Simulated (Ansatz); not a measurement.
# ClFH₂OSiSn: up Jacob's ladder to CCSD(T)

An exercise on one series of results from a longer session: the logs are not shown, and one member is left open.

Computed with Ansatz 0.2.0, Gaussian basis. Level: functionals in def2-TZVPP, the program's frozen cores in correlated methods.

Plan: LDA (SPW92), PBE-D4, revPBE-D4, BLYP-D4, r2SCAN-D4, B97M-V, PBE0-D4, B3LYP-D4, r2SCANh-D4, r2SCAN0-D4, HSE06-D4, BHLYP-D4, CAM-B3LYP-D4, LC-ωPBE, ωB97X-V, ωB97M-V, B2PLYP, PBE-QIDH; CCSD(T)/def2-SVP; CCSD(T)/def2-TZVPP; MP2/def2-QZVPP; extrapolation to the limit; RPA on PBE.

**The relaxed structure**

The geometry comes from an earlier relaxation with PBE0-D4 in a triple-zeta def2 set; it is a stationary point, not always the lowest conformer. Sn takes the def2 core potential; no spin-orbit term is included.

SMILES `F[Si@H]1[O][Sn@H]1[Cl]`, 7 atoms, charge 0, spin multiplicity 1.

Atoms are counted from 1 here; the program's logs count them from 0.

Bond lengths: F1–Si2 1.580 Å, Si2–O3 1.587 Å, Si2–Sn4 2.486 Å, Si2–H6 1.476 Å, O3–Sn4 2.169 Å, Sn4–Cl5 2.333 Å, Sn4–H7 1.708 Å. Angles: F1–Si2–O3 119.9°, F1–Si2–Sn4 118.6°, F1–Si2–H6 106.3°, O3–Si2–Sn4 59.6°, O3–Si2–H6 122.2°, Sn4–Si2–H6 124.8°, Si2–O3–Sn4 81.3°, Si2–Sn4–O3 39.1°, Si2–Sn4–Cl5 115.5°, Si2–Sn4–H7 131.3°, O3–Sn4–Cl5 104.2°, O3–Sn4–H7 104.5°, Cl5–Sn4–H7 102.6°.

Coordinates:

```
atom     x (Å)     y (Å)     z (Å)
  F1  -2.08155  -0.02723   1.19446
 Si2  -0.50364  -0.10066   1.16917
  O3   0.22276  -1.20385   0.29002
 Sn4   0.68256   0.53608  -0.92081
 Cl5  -0.50782   0.18697  -2.89685
  H6  -0.05161   0.24056   2.53224
  H7   2.30059   0.30013  -1.41393
```

The first run:

in.yaml

```yaml
crystal:
  periodic: [false, false, false]
  atoms:
    - {symbol: F, position_ang: [-2.081546, -0.027234, 1.194462]}
    - {symbol: Si, position_ang: [-0.503641, -0.100659, 1.169170]}
    - {symbol: O, position_ang: [0.222763, -1.203854, 0.290017]}
    - {symbol: Sn, position_ang: [0.682559, 0.536084, -0.920808]}
    - {symbol: Cl, position_ang: [-0.507822, 0.186968, -2.896853]}
    - {symbol: H, position_ang: [-0.051608, 0.240563, 2.532244]}
    - {symbol: H, position_ang: [2.300595, 0.300133, -1.413932]}
basis:
  gaussian: {orbitals: def2-TZVPP}
hamiltonian: {xc: lda}
output: {orbitals: {seedname: orbitals}}
```

Steps of the session up to this table: LDA; PBE-D4 (GGA); revPBE-D4 (GGA); BLYP-D4 (GGA); r2SCAN-D4 (meta-GGA); B97M-V (meta-GGA); PBE0-D4 (hybrid); B3LYP-D4 (hybrid); r2SCANh-D4 (hybrid); r2SCAN0-D4 (hybrid); HSE06-D4 (hybrid); BHLYP-D4 (hybrid); CAM-B3LYP-D4 (range-separated); LC-ωPBE (range-separated); ωB97X-V (range-separated); ωB97M-V (range-separated); B2PLYP (double hybrid); PBE-QIDH (double hybrid).

One table of the session follows, with a row left open; its other results are not shown here.

It belongs to the step «Orbital energies across the functionals». 

| functional | HOMO (eV) | LUMO (eV) | gap (eV) |
| --- | --- | --- | --- |
| LDA (SPW92) | -6.47 | -3.29 | 3.18 |
| PBE-D4 | -6.30 | -3.08 | 3.22 |
| revPBE-D4 | -6.24 | -2.99 | 3.25 |
| BLYP-D4 | -6.18 | -3.00 | 3.18 |
| r2SCAN-D4 | -6.56 | -2.96 | 3.60 |
| B97M-V | -6.56 | -2.98 | 3.58 |
| PBE0-D4 | -7.36 | -2.36 | 5.00 |
| B3LYP-D4 | -7.19 | -2.60 | 4.59 |
| r2SCANh-D4 | -6.95 | -2.70 | 4.25 |
| r2SCAN0-D4 | -7.54 | -2.30 | 5.24 |
| HSE06-D4 | -6.97 | -2.73 | 4.25 |
| BHLYP-D4 | -8.33 | -1.58 | 6.74 |
| CAM-B3LYP-D4 | -8.57 | -1.43 | 7.14 |
| LC-ωPBE | ? | ? | ? |
| ωB97X-V | -9.47 | -0.42 | 9.05 |
| ωB97M-V | -9.34 | -0.57 | 8.77 |

**Question.** Estimate the row for LC-ωPBE.

As computed: HOMO (eV): -9.76; LUMO (eV): -0.35; gap (eV): 9.40. In the column «HOMO (eV)» it is the lowest.
